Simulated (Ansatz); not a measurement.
2 structures of InSb3: a ranking of polymorphs by energy, run with the Python package of Ansatz (0.2.0).

`polymorphs_insb3.py`:
```python
"""Polymorphs of InSb3, after relaxing cells and atoms."""

import warnings

import ansatz as az
import numpy as np
import spglib

PHASES = {
    "Fm-3m": (
        [(0.0, 3.794555, 3.794555), (3.794555, 0.0, 3.794555), (3.794555, 3.794555, 0.0)],
        [
            ("In", (0.0, 0.0, 0.0)),
            ("Sb", (0.25, 0.25, 0.25)),
            ("Sb", (0.75, 0.75, 0.75)),
            ("Sb", (0.5, 0.5, 0.5)),
        ],
    ),
    "Pm-3m": (
        [(4.806367, 0.0, 0.0), (0.0, 4.806367, 0.0), (0.0, 0.0, 4.806367)],
        [
            ("In", (0.0, 0.0, 0.0)),
            ("Sb", (0.5, 0.0, 0.5)),
            ("Sb", (0.0, 0.5, 0.5)),
            ("Sb", (0.5, 0.5, 0.0)),
        ],
    ),
}


def build(vectors, sites):
    crystal = az.Crystal(lattice=az.Lattice.of(vectors))
    for symbol, position in sites:
        crystal = crystal.atom(symbol, position)
    return crystal


def compute(name, crystal):
    calc = (
        crystal.calculation()
        .functional("PBE")
        .basis(520)
        .kpoints(spacing=0.3)
        .occupations("gaussian", width=0.01)
        .stress()
        .band_table()
    )
    calc = calc.relax(force_tolerance=0.02, max_steps=40, cell=True)
    return calc.run(threads=1)


def gap_ev(outcome):
    # nan where the run reports no band edges: a metal, overlapping bands, or a gap that is small against the smearing
    edges = outcome.report.get("band_edges_ev")
    return edges[1] - edges[0] if edges else float("nan")


def pressure_gpa(outcome):
    return float(np.trace(outcome.report["stress_gpa"]) / 3)


def space_group(outcome):
    sites = outcome.report["lattice"]["sites"]
    kinds = sorted({site["symbol"] for site in sites})
    cell = (outcome.lattice.cell_ang, [site["position_frac"] for site in sites], [kinds.index(site["symbol"]) for site in sites])
    return spglib.get_spacegroup(cell, symprec=0.01)

warnings.simplefilter("ignore", az.DeckWarning)

phases = {name: build(*cell) for name, cell in PHASES.items()}

done = {}
for name, crystal in phases.items():
    try:
        done[name] = compute(name, crystal)
    except az.NonConvergedError as error:
        print(name, "did not converge:", str(error)[:120])

energy = {name: o.report["energy_sigma0_ev"] / len(o.lattice.sites) for name, o in done.items()}
lowest = min(energy.values())
rows = [(name, len(o.lattice.sites), 1000 * (energy[name] - lowest), gap_ev(o), pressure_gpa(o), space_group(o)) for name, o in done.items()]
rows.sort(key=lambda row: row[2])
print("     phase       atoms  dE (meV/atom)    gap (eV)     P (GPa)  space group")
for row in rows:
    print(f"{str(row[0]):>10}  {row[1]:10d}  {row[2]:13.1f}  {row[3]:10.2f}  {row[4]:10.2f}  {str(row[5]):>11}")
print("order:", " < ".join(row[0] for row in rows))
```

Which of these structures comes out lowest, and how far apart are they?

By space group at the end of each run: Fm-3m (+0 meV an atom, 27.1 Å³) and Pm-3m (+46 meV an atom, 27.9 Å³).

What the script printed:

Running `python polymorphs_insb3.py` prints:
```text
     phase       atoms  dE (meV/atom)    gap (eV)     P (GPa)  space group
     Fm-3m           4            0.0         nan       -0.00  Fm-3m (225)
     Pm-3m           4           46.2         nan       -0.00  Pm-3m (221)
order: Fm-3m < Pm-3m
```

Pressure is positive in compression. The cells come from databases of deposited and of computed structures, and not all need be stable phases. Levels are Kohn-Sham eigenvalues on this mesh, without spin-orbit coupling. The ranking holds among these structures alone, at zero temperature; the ground state may be another structure. Differences under about 40 meV an atom lie within the error of mesh and functional. Finished in 23 s on 1 thread of Arm Neoverse V2, on a shared host, peak memory 0.48 GiB.
